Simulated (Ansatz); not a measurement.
MgVCl2O:

```xyz
5
Lattice="6.6203 -1.9616 0.0000 6.6203 1.9616 0.0000 -1.3957 0.0000 4.0863" Properties=species:S:1:pos:R:3 pbc="T T T"
V    -1.3467    0.0000    3.9983
Cl    8.1890    0.0000    0.4558
Cl    3.6881    0.0000    3.4590
Mg    5.8491    0.0000    1.9060
O    12.5280    0.0000    1.9353
```

The cell comes from a database or a generator and needn't be the stable form of this composition.

- Program: Ansatz 0.2.0
- Task: single point
- Functional: PBE
- Potentials or basis: Ansatz PAW
- Cutoff: 420 eV (not typed: the program's choice for these potentials)
- k mesh: 7 × 7 × 7
- Occupations: fermi-dirac, width 0.05 eV
- Spin: collinear spin, ferromagnetic start
- Starting moments: [2.0, 0.0, 0.0, 0.0, 0.0] μB

On this cell: pressure -1.8 GPa; largest force 0.304 eV/Å; net moment 3.00 μB per cell; site moments V +2.18; Cl +0.00; Mg +0.00; O +0.05 μB; band gap on the k mesh 0.52 eV, indirect (least direct gap 0.65 eV).

The same run follows on a disturbed copy (atoms moved at random, drawn with an rms of 0.05 Å):

```
V Cl Mg O
1.0
     6.62034   -1.96158    0.00000
     6.62034    1.96158    0.00000
    -1.39572    0.00000    4.08633
V Cl Mg O
1 2 1 1
Direct
  0.99924 0.00550 0.98301
  0.62206 0.63719 0.10949
  0.36878 0.37031 0.84776
  0.50175 0.48850 0.46512
  0.98872 0.00848 0.47663
```

What does the disturbed cell give?

The energy moves by +5.6 meV/atom; pressure -1.4 GPa; largest force 1.005 eV/Å; net moment 3.00 μB per cell; site moments V +2.17; Cl +0.00; Mg +0.00; O +0.05 μB; band gap on the k mesh 0.52 eV, indirect (least direct gap 0.65 eV).

Forces in eV/Å, atoms in the order of the input:
```
V   -0.010 -0.051 -0.241
Cl  -0.116 -0.054 -0.043
Cl   0.200  0.049  0.073
Mg  -0.063  0.987  0.179
O   -0.011 -0.932  0.032
```

Stress tensor (GPa, compression positive):
```
-0.75 -0.30  0.33
-0.30 -1.63 -0.11
 0.33 -0.11 -1.77
```

Caveats: odd divisions of the mesh miss points on the zone boundary, where band edges often lie, so the gap on the mesh can be too wide.

A k mesh can miss the band edges.
